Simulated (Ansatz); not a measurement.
**F₂H₂OSeTi: up Jacob's ladder to CCSD(T)**

Aim: compute F₂H₂OSeTi with functionals from several rungs and with coupled cluster. Orbital energies and run times are compared, and the correlation energy is taken apart.

The runs use Ansatz 0.2.0, Gaussian basis; functionals in def2-TZVPP, the program's frozen cores in correlated methods.

Plan: PBE-D4, r2SCAN-D4, PBE0-D4, B3LYP-D4, ωB97X-V, ωB97M-V, B2PLYP; CCSD(T)/def2-TZVPP; MP2/def2-QZVPP; extrapolation to the limit.

### 1 The geometry

An earlier PBE0-D4 in a triple-zeta def2 set relaxation fixed the geometry.

7 atoms, charge 0, spin multiplicity 1.

Atoms are counted from 1 here; the program's logs count them from 0.

Bond lengths: O1–Ti2 1.759 Å, O1–H6 0.958 Å, Ti2–F3 1.753 Å, Ti2–F4 1.751 Å, Ti2–Se5 2.422 Å, Se5–H7 1.473 Å. Angles: Ti2–O1–H6 141.5°, O1–Ti2–F3 111.7°, O1–Ti2–F4 112.6°, O1–Ti2–Se5 103.7°, F3–Ti2–F4 109.0°, F3–Ti2–Se5 110.4°, F4–Ti2–Se5 109.2°, Ti2–Se5–H7 89.5°.

### 2 PBE-D4 (GGA)

Contents of in.yaml:

```yaml
crystal:
  periodic: [false, false, false]
  atoms:
    - {symbol: O, position_ang: [-1.748234, -0.019794, 0.106552]}
    - {symbol: Ti, position_ang: [-0.046777, -0.349811, -0.191139]}
    - {symbol: F, position_ang: [0.380489, -1.993229, 0.245439]}
    - {symbol: F, position_ang: [0.413508, -0.062958, -1.855610]}
    - {symbol: Se, position_ang: [1.103957, 1.231210, 1.237168]}
    - {symbol: H, position_ang: [-2.496601, 0.452240, -0.261207]}
    - {symbol: H, position_ang: [2.393649, 0.742352, 0.718798]}
basis:
  gaussian: {orbitals: def2-TZVPP}
hamiltonian: {xc: pbe, dispersion: d4}
output: {forces: true, orbitals: {seedname: orbitals}}
```

Started as:

```bash
> ansatz run in.yaml --threads 2 --pin off --events-out ev --progress --plain --max-ram 22528MiB --backend cpu
```

The program printed:

```text
Functional definition: PBE
  name "PBE"
  cite "Perdew, Burke & Ernzerhof, Phys. Rev. Lett. 77, 3865 (1996) doi:10.1103/PhysRevLett.77.3865"
  parent pbe
  parameter kappa = 0.804
  parameter beta = 0.06672455060314922
  exchange = pbe_x(kappa = kappa, mu = beta*pi^2/3)
  correlation = pbe_c(beta = beta)
1400 factors; their error is unknown
mean field evaluation 1: about -95955.3705 eV, gradient 8.2e1 eV
mean field evaluation 2: about -95817.9986 eV, gradient 2.3e2 eV
mean field evaluation 4: about -95936.1911 eV, gradient 1.3e2 eV
mean field evaluation 8: about -95966.0564 eV, gradient 1.6e0 eV
mean field evaluation 16: about -95966.0297 eV, gradient 2.2e-3 eV
mean field -95966.02968988 eV, -3526.6865429919 hartree, gradient 2.5e-5 eV, S^2 0.000000; 0 other end points of the search recorded, 0 dependent functions left out
the calculation of the forces begins
reference -95966.02974149 eV, -3526.6865448884 hartree; 42, 42 occupied and 191, 191 virtual orbitals, 1400 factors
Total energy: -95966.19787231 eV, -3526.6927235823 hartree
Atom 0 at    -1.748234    -0.019794     0.106552 Å, force    -0.292609    -0.104075     0.331273 eV/Å
Atom 1 at    -0.046777    -0.349811    -0.191139 Å, force     0.197812     0.191214     0.123486 eV/Å
Atom 2 at     0.380489    -1.993229     0.245439 Å, force     0.152569    -0.599872     0.163738 eV/Å
Atom 3 at     0.413508    -0.062958    -1.855610 Å, force     0.177774     0.101073    -0.601242 eV/Å
Atom 4 at     1.103957     1.231210     1.237168 Å, force    -0.089491     0.273140     0.262306 eV/Å
Atom 5 at    -2.496601     0.452240    -0.261207 Å, force    -0.362543     0.227348    -0.189972 eV/Å
Atom 6 at     2.393649     0.742352     0.718798 Å, force     0.216489    -0.088827    -0.089590 eV/Å
Dipole moment:    -0.350763     0.207657    -0.100709 e Å
```

Run time: 4 s. Hardware: 2 threads of AMD EPYC 7R13, shared host; peak memory 0.37 GiB.

HOMO -6.33 eV, LUMO -3.49 eV.

### 3 r2SCAN-D4 (meta-GGA)

Changes to in.yaml since step 2:

```diff
@@ -12,3 +12,3 @@
   gaussian: {orbitals: def2-TZVPP}
-hamiltonian: {xc: pbe, dispersion: d4}
+hamiltonian: {xc: r2scan, dispersion: d4}
 output: {forces: true, orbitals: {seedname: orbitals}}
```

Same command.

The program printed, shortened:

```text
Functional definition: r2SCAN
  name "r2SCAN"
  cite "Furness, Kaplan, Ning, Perdew & Sun, J. Phys. Chem. Lett. 11, 8208 (2020) doi:10.1021/acs.jpclett.0c02405"
  cite "Furness, Kaplan, Ning, Perdew & Sun, J. Phys. Chem. Lett. 11, 9248 (2020) doi:10.1021/acs.jpclett.0c03077"
  parent r2scan
[...]
1400 factors; their error is unknown
[...]
mean field -95984.73362887 eV, -3527.3739000716 hartree, gradient 1.9e-5 eV, S^2 0.000000; 0 other end points of the search recorded, 0 dependent functions left out
[...]
reference -95984.73364514 eV, -3527.3739006698 hartree; 42, 42 occupied and 191, 191 virtual orbitals, 1400 factors
Total energy: -95984.77257687 eV, -3527.3753313842 hartree
Atom 0 at    -1.748234    -0.019794     0.106552 Å, force    -0.339907     0.016875     0.111850 eV/Å
Atom 1 at    -0.046777    -0.349811    -0.191139 Å, force     0.167095     0.117754     0.063100 eV/Å
Atom 2 at     0.380489    -1.993229     0.245439 Å, force     0.064475    -0.281026     0.067090 eV/Å
Atom 3 at     0.413508    -0.062958    -1.855610 Å, force     0.081825     0.035924    -0.281793 eV/Å
Atom 4 at     1.103957     1.231210     1.237168 Å, force     0.082763     0.082826     0.075081 eV/Å
Atom 5 at    -2.496601     0.452240    -0.261207 Å, force    -0.035505     0.029750    -0.037575 eV/Å
Atom 6 at     2.393649     0.742352     0.718798 Å, force    -0.020747    -0.002102     0.002247 eV/Å
Dipole moment:    -0.351772     0.203451    -0.111003 e Å
```

Wall time 8.6 s (2 threads of AMD EPYC 7R13, shared host); peak memory 0.41 GiB.

HOMO -6.62 eV, LUMO -3.45 eV.

### 4 PBE0-D4 (hybrid)

Changes to in.yaml since step 3:

```diff
@@ -12,3 +12,3 @@
   gaussian: {orbitals: def2-TZVPP}
-hamiltonian: {xc: r2scan, dispersion: d4}
-output: {forces: true, orbitals: {seedname: orbitals}}
+hamiltonian: {xc: pbe0, dispersion: d4}
+output: {orbitals: {seedname: orbitals}}
```

The command is unchanged.

The program printed:

```text
Functional definition: PBE0
  name "PBE0"
  cite "Adamo & Barone, J. Chem. Phys. 110, 6158 (1999) doi:10.1063/1.478522"
  cite "Perdew, Burke & Ernzerhof, Phys. Rev. Lett. 77, 3865 (1996) doi:10.1103/PhysRevLett.77.3865"
  parent pbe
  parameter a = 0.25
  parameter kappa = 0.804
  parameter beta = 0.06672455060314922
  exchange = (1 - a)*pbe_x(kappa = kappa, mu = beta*pi^2/3) + a*exact_x
  correlation = pbe_c(beta = beta)
1505 factors; their error is unknown
mean field evaluation 1: about -95958.3987 eV, gradient 7.7e1 eV
mean field evaluation 2: about -95821.9675 eV, gradient 3.3e2 eV
mean field evaluation 4: about -95965.6823 eV, gradient 2.8e1 eV
mean field evaluation 8: about -95967.2941 eV, gradient 2.0e-1 eV
mean field evaluation 16: about -95967.8588 eV, gradient 6.6e-4 eV
mean field -95967.85878175 eV, -3526.7537608783 hartree, gradient 5.1e-5 eV, S^2 0.000000; 0 other end points of the search recorded, 0 dependent functions left out
reference -95967.85881971 eV, -3526.7537622732 hartree; 42, 42 occupied and 191, 191 virtual orbitals, 1505 factors
Total energy: -95968.00271951 eV, -3526.7590504934 hartree
```

Run time: 6 s. Hardware: 2 threads of AMD EPYC 7R13, shared host; peak memory 0.84 GiB.

HOMO -7.48 eV, LUMO -2.57 eV.

### 5 B3LYP-D4 (hybrid)

B3LYP here takes the VWN-RPA correlation.

Changes to in.yaml since step 4:

```diff
@@ -12,3 +12,3 @@
   gaussian: {orbitals: def2-TZVPP}
-hamiltonian: {xc: pbe0, dispersion: d4}
-output: {orbitals: {seedname: orbitals}}
+hamiltonian: {xc: {name: B3LYP}, dispersion: d4}
+output: {forces: true, orbitals: {seedname: orbitals}}
```

Same command.

The program printed, shortened:

```text
Functional definition: B3LYP
  name "B3LYP"
  cite "Stephens, Devlin, Chabalowski & Frisch, J. Phys. Chem. 98, 11623 (1994) doi:10.1021/j100096a001"
  cite "Becke, Phys. Rev. A 38, 3098 (1988) doi:10.1103/PhysRevA.38.3098"
  cite "Lee, Yang & Parr, Phys. Rev. B 37, 785 (1988) doi:10.1103/PhysRevB.37.785"
  cite "Vosko, Wilk & Nusair, Can. J. Phys. 58, 1200 (1980) doi:10.1139/p80-159"
[...]
1488 factors; their error is unknown
[...]
mean field -95990.06268121 eV, -3527.5697391332 hartree, gradient 6.6e-5 eV, S^2 0.000000; 0 other end points of the search recorded, 0 dependent functions left out
[...]
reference -95990.06295376 eV, -3527.5697491491 hartree; 42, 42 occupied and 191, 191 virtual orbitals, 1488 factors
Total energy: -95990.33711585 eV, -3527.5798244203 hartree
Atom 0 at    -1.748234    -0.019794     0.106552 Å, force    -0.362408     0.062220     0.090839 eV/Å
Atom 1 at    -0.046777    -0.349811    -0.191139 Å, force     0.063218     0.108013     0.084281 eV/Å
Atom 2 at     0.380489    -1.993229     0.245439 Å, force     0.106441    -0.397141     0.113850 eV/Å
Atom 3 at     0.413508    -0.062958    -1.855610 Å, force     0.120802     0.072923    -0.401147 eV/Å
Atom 4 at     1.103957     1.231210     1.237168 Å, force     0.066310     0.142433     0.134787 eV/Å
Atom 5 at    -2.496601     0.452240    -0.261207 Å, force    -0.048412     0.017371    -0.015424 eV/Å
Atom 6 at     2.393649     0.742352     0.718798 Å, force     0.054049    -0.005819    -0.007186 eV/Å
Dipole moment:    -0.349670     0.231231    -0.087023 e Å
```

Wall time 8.5 s (2 threads of AMD EPYC 7R13, shared host); peak memory 0.84 GiB.

HOMO -7.26 eV, LUMO -2.84 eV.

### 6 ωB97X-V (range-separated)

Changes to in.yaml since step 5:

```diff
@@ -12,3 +12,3 @@
   gaussian: {orbitals: def2-TZVPP}
-hamiltonian: {xc: {name: B3LYP}, dispersion: d4}
-output: {forces: true, orbitals: {seedname: orbitals}}
+hamiltonian: {xc: {name: wB97X-V}}
+output: {orbitals: {seedname: orbitals}}
```

Launched as before.

The program printed, shortened:

```text
Functional definition: wB97X-V
  name "wB97X-V"
  cite "Mardirossian & Head-Gordon, Phys. Chem. Chem. Phys. 16, 9904 (2014) doi:10.1039/C3CP54374A"
  cite "Becke, J. Chem. Phys. 107, 8554 (1997) doi:10.1063/1.475007"
  cite "Vydrov & Van Voorhis, J. Chem. Phys. 133, 244103 (2010) doi:10.1063/1.3521275"
[...]
      + integral(e_c_pw_opposite_spin*poly(b97_u_opposite, cos0, cos1)) + vv10(b, c)
1470 factors; their error is unknown
260 factors; integrals over basis functions are off by at most 7.3e-6 eV
[...]
mean field -95976.33782424 eV, -3527.0653599424 hartree, gradient 3.7e-5 eV, S^2 0.000000; 0 other end points of the search recorded, 0 dependent functions left out
reference -95976.33782174 eV, -3527.0653598505 hartree; 42, 42 occupied and 191, 191 virtual orbitals, 1470 factors
Total energy: -95976.33782174 eV, -3527.0653598505 hartree
```

Wall time 14 s (2 threads of AMD EPYC 7R13, shared host); peak memory 1 GiB.

HOMO -9.69 eV, LUMO -0.35 eV.

### 7 ωB97M-V (range-separated)

Changes to in.yaml since step 6:

```diff
@@ -12,3 +12,3 @@
   gaussian: {orbitals: def2-TZVPP}
-hamiltonian: {xc: {name: wB97X-V}}
-output: {orbitals: {seedname: orbitals}}
+hamiltonian: {xc: {name: wB97M-V}}
+output: {forces: true, orbitals: {seedname: orbitals}}
```

The command is unchanged.

The program printed, shortened:

```text
Functional definition: wB97M-V
  name "wB97M-V"
  cite "Mardirossian & Head-Gordon, J. Chem. Phys. 144, 214110 (2016) doi:10.1063/1.4952647"
  cite "Becke, J. Chem. Phys. 107, 8554 (1997) doi:10.1063/1.475007"
  cite "Vydrov & Van Voorhis, J. Chem. Phys. 133, 244103 (2010) doi:10.1063/1.3521275"
  # Of w^i u^j: cxij and so on, Table III.
[...]
  gx(w, u) = 1 - cx + cx01*u + cx10*w
  gss(w, u) = css00 + css04*u^4 + css10*w + css20*w^2 + css43*w^4*u^3
  gos(w, u) = cos00 + cos10*w + (cos20 + cos21*u)*w^2 + (cos60 + cos61*u)*w^6
[...]
      + integral(e_c_pw_mod_opposite_spin*gos(b97_w_opposite, b97_u_opposite)) + vv10(b, c)
1440 factors; their error is unknown
260 factors; integrals over basis functions are off by at most 7.3e-6 eV
[...]
mean field -95981.11073272 eV, -3527.2407610940 hartree, gradient 3.6e-5 eV, S^2 0.000000; 0 other end points of the search recorded, 0 dependent functions left out
[...]
reference -95981.11079428 eV, -3527.2407633561 hartree; 42, 42 occupied and 191, 191 virtual orbitals, 1440 factors
Total energy: -95981.11079428 eV, -3527.2407633561 hartree
Atom 0 at    -1.748234    -0.019794     0.106552 Å, force    -0.094385     0.003887    -0.011457 eV/Å
Atom 1 at    -0.046777    -0.349811    -0.191139 Å, force     0.044131     0.092460     0.072959 eV/Å
Atom 2 at     0.380489    -1.993229     0.245439 Å, force     0.011042    -0.087040     0.024314 eV/Å
Atom 3 at     0.413508    -0.062958    -1.855610 Å, force     0.018771     0.013367    -0.086572 eV/Å
Atom 4 at     1.103957     1.231210     1.237168 Å, force     0.091049    -0.045483    -0.044624 eV/Å
Atom 5 at    -2.496601     0.452240    -0.261207 Å, force     0.024450    -0.010258     0.012701 eV/Å
Atom 6 at     2.393649     0.742352     0.718798 Å, force    -0.095058     0.033067     0.032678 eV/Å
Dipole moment:    -0.370975     0.194977    -0.120706 e Å
```

It took 20 s on 2 threads of AMD EPYC 7R13, shared host; peak memory 1 GiB.

HOMO -9.57 eV, LUMO -0.35 eV.

### 8 B2PLYP (double hybrid)

Changes to in.yaml since step 7:

```diff
@@ -12,3 +12,2 @@
   gaussian: {orbitals: def2-TZVPP}
-hamiltonian: {xc: {name: wB97M-V}}
-output: {forces: true, orbitals: {seedname: orbitals}}
+hamiltonian: {xc: {name: B2PLYP}}
```

The command is unchanged.

The program printed, shortened:

```text
Functional definition: B2PLYP
  name "B2PLYP"
  cite "Grimme, J. Chem. Phys. 124, 034108 (2006) doi:10.1063/1.2148954"
  cite "Becke, Phys. Rev. A 38, 3098 (1988) doi:10.1103/PhysRevA.38.3098"
  cite "Lee, Yang & Parr, Phys. Rev. B 37, 785 (1988) doi:10.1103/PhysRevB.37.785"
[...]
1553 factors; integrals over basis functions are off by at most 6.7e-4 eV
[...]
mean field -95956.55240101 eV, -3526.3382590498 hartree, gradient 5.6e-6 eV, S^2 0.000000; 0 other end points of the search recorded, 0 dependent functions left out
17 core orbitals not correlated: weight in the atoms' cores, before any rotation towards them, 1.000 or more for the frozen orbitals, at most 0.000 for the correlated occupied ones
reference -95956.55257034 eV, -3526.3382652727 hartree; 25, 25 occupied and 191, 191 virtual orbitals, 1553 factors
second order -49.08086907 eV of doubles, -0.00000000 eV of singles
Total energy: -95969.80440499 eV, -3526.8252612137 hartree
```

Wall time 12 s (2 threads of AMD EPYC 7R13, shared host); peak memory 0.83 GiB.

### 9 Frontier levels by functional

Dipoles come from the runs that computed forces. Levels are read from the orbital files that the runs wrote:

| functional | HOMO (eV) | LUMO (eV) | gap (eV) | dipole (D) | time |
| --- | --- | --- | --- | --- | --- |
| PBE-D4 | -6.33 | -3.49 | 2.84 | 2.02 | 4 s |
| r2SCAN-D4 | -6.62 | -3.45 | 3.17 | 2.02 | 8.6 s |
| PBE0-D4 | -7.48 | -2.57 | 4.91 |  | 6 s |
| B3LYP-D4 | -7.26 | -2.84 | 4.41 | 2.06 | 8.5 s |
| ωB97X-V | -9.69 | -0.35 | 9.34 |  | 14 s |
| ωB97M-V | -9.57 | -0.35 | 9.22 | 2.09 | 20 s |

### 10 CCSD(T) in def2-TZVPP

Changes to in.yaml since step 8:

```diff
@@ -12,2 +12,2 @@
   gaussian: {orbitals: def2-TZVPP}
-hamiltonian: {xc: {name: B2PLYP}}
+correlation: {method: ccsd_t}
```

Started as:

```bash
> ansatz run in.yaml --threads 2 --pin off --events-out ev --progress --plain --max-ram 22528MiB --backend cuda --devices 0, --max-vram 18GiB
```

The program printed, shortened:

```text
Functional definition: HF
  name "HF"
  cite "Fock, Z. Phys. 61, 126 (1930) doi:10.1007/BF01340294"
  parent pbe
[...]
1553 factors; integrals over basis functions are off by at most 6.7e-4 eV
[...]
mean field -95879.61078422 eV, -3523.5107067857 hartree, gradient 1.6e-6 eV, S^2 0.000000; 0 other end points of the search recorded, 0 dependent functions left out
17 core orbitals not correlated: weight in the atoms' cores, before any rotation towards them, 1.000 or more for the frozen orbitals, at most 0.000 for the correlated occupied ones
reference -95879.61078422 eV, -3523.5107067857 hartree; 25, 25 occupied and 191, 191 virtual orbitals, 1553 factors
second order -39.55277740 eV of doubles, -0.00000000 eV of singles
cycle   1  -37.71983684 eV  change     1.8e0 eV  update   2.7e-1
[...]
cycle  15  -39.43052507 eV  change   -5.6e-6 eV  update   7.8e-6
perturbative correction -1.84194146 eV, -0.0676901000 hartree
Total energy: -95920.88325075 eV, -3525.0274419553 hartree
```

Run time: 3.8 s. Hardware: 1 × H100 (card shared with other runs) with 2 threads of AMD EPYC 7R13, shared host; peak host memory 0.86 GiB.

### 11 MP2 in def2-QZVPP

Changes to in.yaml since step 10:

```diff
@@ -11,3 +11,3 @@
 basis:
-  gaussian: {orbitals: def2-TZVPP}
-correlation: {method: ccsd_t}
+  gaussian: {orbitals: "def2-QZVPP.json"}
+correlation: {method: mp2}
```

The command is unchanged.

The program printed:

```text
Functional definition: HF
  name "HF"
  cite "Fock, Z. Phys. 61, 126 (1930) doi:10.1007/BF01340294"
  parent pbe
  exchange = exact_x
  correlation = 0
2658 factors; integrals over basis functions are off by at most 8.5e-4 eV
mean field evaluation 1: about -95873.0007 eV, gradient 7.0e1 eV
mean field evaluation 2: about -95873.1468 eV, gradient 7.0e1 eV
mean field evaluation 4: about -95881.4880 eV, gradient 7.5e0 eV
mean field evaluation 8: about -95881.6510 eV, gradient 8.8e-1 eV
mean field evaluation 16: about -95881.6573 eV, gradient 2.6e-6 eV
mean field -95881.65727852 eV, -3523.5859140641 hartree, gradient 3.1e-6 eV, S^2 0.000000; 0 other end points of the search recorded, 0 dependent functions left out
17 core orbitals not correlated: weight in the atoms' cores, before any rotation towards them, 1.000 or more for the frozen orbitals, at most 0.000 for the correlated occupied ones
reference -95881.65727852 eV, -3523.5859140641 hartree; 25, 25 occupied and 371, 371 virtual orbitals, 2658 factors
second order -50.59820110 eV of doubles, -0.00000000 eV of singles
Total energy: -95932.25547962 eV, -3525.4453636577 hartree
```

It took 3.7 s on 1 × H100 (card shared with other runs) with 2 threads of AMD EPYC 7R13, shared host; peak host memory 0.95 GiB.

Energy pieces by basis (eV):

| basis | HF | MP2 correlation | CCSD correlation | (T) | total |
| --- | --- | --- | --- | --- | --- |
| def2-TZVPP | -95879.6108 | -39.5528 | -39.4305 | -1.8419 | -95920.8833 |
| def2-QZVPP | -95881.6573 | -50.5982 |  |  | -95932.2555 (MP2) |

The report of the def2-TZVPP run gives T1 = 0.0227.

### 12 The basis-set limit

This step is arithmetic on the last runs, with X = 3 and 4: exp(−7.88√X) for Hartree-Fock, X^−2.97 for correlation; only MP2 was run in the larger set, so CCSD(T) minus MP2 is added from the smaller one.

| level | energy at the limit (eV) |
| --- | --- |
| HF | -95881.9392 |
| MP2 | -95940.7192 |
| CCSD | -95940.5969 |
| CCSD(T) | -95942.4388 |

This is no true limit for total energies: MP2 correlation changes by a factor of 1.28 from triple to quadruple zeta (about 1.07 in light molecules), because outer-core shells are correlated in sets not made for them. Much of that cancels between molecule and atoms or ions.

### 13 Outcome

| quantity | value |
| --- | --- |
| CCSD(T) correlation energy, def2-TZVPP | -41.272 eV |
| gap, smallest and largest | 2.84 eV (PBE-D4), 9.34 eV (ωB97X-V) |
| T1 diagnostic | 0.0227 |
| triples share of the correlation energy | 4.5 % |

In def2-TZVPP MP2 gives 96 % of the CCSD(T) correlation energy. Orbital gaps span 2.8 to 9.3 eV; exact exchange widens them. The T1 diagnostic, 0.023, is a little above the customary 0.02. Correlated methods include outer-core shells of Se, Ti, which these sets cover unevenly.
